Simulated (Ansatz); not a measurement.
**Cs: strong compression**

One table from this session's results is given with a row withheld; the runs are named, their logs left out.

Method: DFT LDA, with the methods named in each step, in Ansatz 0.2.0.

1 further run of the same task is left out (it didn't finish). Runs told in other sessions of the task aren't counted.

**The structure to begin with**

The structure is cubic, space group Pm-3m (No. 221). Conventional cell: a = 4.697 Å, b = 4.697 Å, c = 4.697 Å, α = 90.00°, β = 90.00°, γ = 90.00°.

Structure file:

```cif
data_structure
_symmetry_space_group_name_H-M 'P 1'
_symmetry_Int_Tables_number 1
_cell_length_a 4.6972
_cell_length_b 4.6972
_cell_length_c 4.6972
_cell_angle_alpha 90.000
_cell_angle_beta 90.000
_cell_angle_gamma 90.000
_cell_volume 103.63
loop_
_atom_site_label
_atom_site_type_symbol
_atom_site_fract_x
_atom_site_fract_y
_atom_site_fract_z
_atom_site_occupancy
Cs1 Cs 0.00000 0.00000 0.00000 1
```

Whether this phase is the stable one at these pressures isn't tested.

Set-up of the first run:

Contents of input.yaml:

```yaml
crystal:
  lattice:
    - [4.6971559676, 0.0, 0.0]
    - [0.0, 4.6971559676, 0.0]
    - [0.0, 0.0, 4.6971559676]
  atoms:
    - { symbol: Cs, position: [0.0, 0.0, 0.0] }
kpoints:
  mp_grid: { grid: [8, 8, 8] }
scf:
  occupations: { method: fermi_dirac, width: 0.1 }
hamiltonian:
  xc: lda
  pseudopotentials: { kind: paw }
output:
  forces: true
  stress: true
  write_density: true
  write_potential: true
  elf: true
  volumetric_format: npy
relax:
  f_tol: 0.005
  max_steps: 40
  cell: {}
```

The run is started by

```bash
ansatz run input.yaml --threads 1 --pin off --max-ram 2048MiB --backend cpu --events-out ev --progress --plain --runs-dir out
```

Steps of the session up to this table: Cell relaxed at zero pressure, PAW; Volume scaled by 1, PAW; Volume scaled by 1, PAW (source ansatz); Volume scaled by 0.9, PAW; Volume scaled by 0.8, PAW; Volume scaled by 0.8, PAW (level accurate); Volume scaled by 0.7, PAW; Volume scaled by 0.6, PAW; Volume scaled by 0.5, PAW; Volume scaled by 0.4, PAW; Volume scaled by 0.4, PAW (source ansatz).

One of the session's tables, all rows but one given; the rest of the session is left out.

| method | volume over the first | volume (Å³/atom) | pressure (GPa) |
| --- | --- | --- | --- |
| PAW | 1 | 103.635 | 0.04 |
| PAW | 0.9 | ? | ? |
| PAW | 0.8 | 82.908 | 0.51 |
| PAW | 0.7 | 72.544 | 0.83 |
| PAW | 0.6 | 62.181 | 1.23 |
| PAW | 0.5 | 51.817 | 1.79 |
| PAW | 0.4 | 41.454 | 3.56 |
| PAW (level accurate) | 0.8 | 82.908 | 0.51 |
| PAW (source ansatz) | 1 | 103.635 | 0.04 |
| PAW (source ansatz) | 0.4 | 41.454 | 3.56 |

Estimate the missing values for PAW, 0.9.

**Answer.** volume (Å³/atom): 93.271; pressure (GPa): 0.25. In the column «volume (Å³/atom)» it lies between PAW (level accurate), 0.8 (82.908) and PAW, 1 (103.635).
